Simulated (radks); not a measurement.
# Tm²⁺ in [Xe] 4f13: an all-electron calculation

The task here is to estimate one member of a computed series from the others.

Program: radks (a radial shooting solver on a logarithmic mesh, Libxc functionals) version 1. Level of theory: scalar-relativistic Kohn-Sham, PBEsol, spin-unpolarised, spherical densities, finite nucleus. These are calculated values, not measurements, unless marked.

## Starting point

```
element            : thulium (Z = 69)
charge             : +2
electrons          : 67
configuration      : [Xe] 4f13
nuclear rms radius : 5.2256 fm
```

Outer shells as boxes (Hund's rule):

Tm²⁺
```
[Xe] core
4f [↑↓][↑↓][↑↓][↑↓][↑↓][↑↓][↑ ]
```

The first run:

Settings of this run:

```text
Z 69
configuration [Xe] 4f13 6s0 5d0 6p0 5f0
relativity scalar-relativistic
functional pbe_sol,pbe_sol
spin unpolarised
nucleus finite rms 5.2256 fm
c 137.035999084
```

Steps of the session up to this table: Self-consistent calculation.

One of the session's tables, all rows but one given; the rest of the session is left out.

It belongs to the step «Shells». Radial moments (bohr):

```
level      <r>  outermost maximum (interpolated)  90 % within  nodes
   1s  0.02002                            0.0126       0.0363      0
   2s  0.08491                            0.0719        0.132      1
   2p  0.07542                            0.0586        0.123      0
   3s        ?                                 ?            ?      ?
   3p   0.2204                             0.200        0.330      1
   3d   0.1999                             0.163        0.311      0
   4s   0.4980                             0.464        0.716      3
   4p   0.5287                             0.486        0.769      2
   4d   0.5719                             0.501        0.861      1
   5s    1.229                              1.09         1.78      4
   5p    1.462                              1.25         2.15      3
   4f   0.7990                             0.496         1.40      0
   6s    3.269                              2.92         4.70      5
   5d    2.416                              1.86         3.79      2
   6p    4.095                              3.66         5.91      4
```

**Question.** Estimate the row for 3s.

The run gave: <r>: 0.2211; outermost maximum (interpolated): 0.203; 90 % within: 0.324; nodes: 2. In the column «<r>» it lies between 3p (0.2204) and 4s (0.4980).

Caveats from the session: Spin polarisation and multiplet splitting are left out.
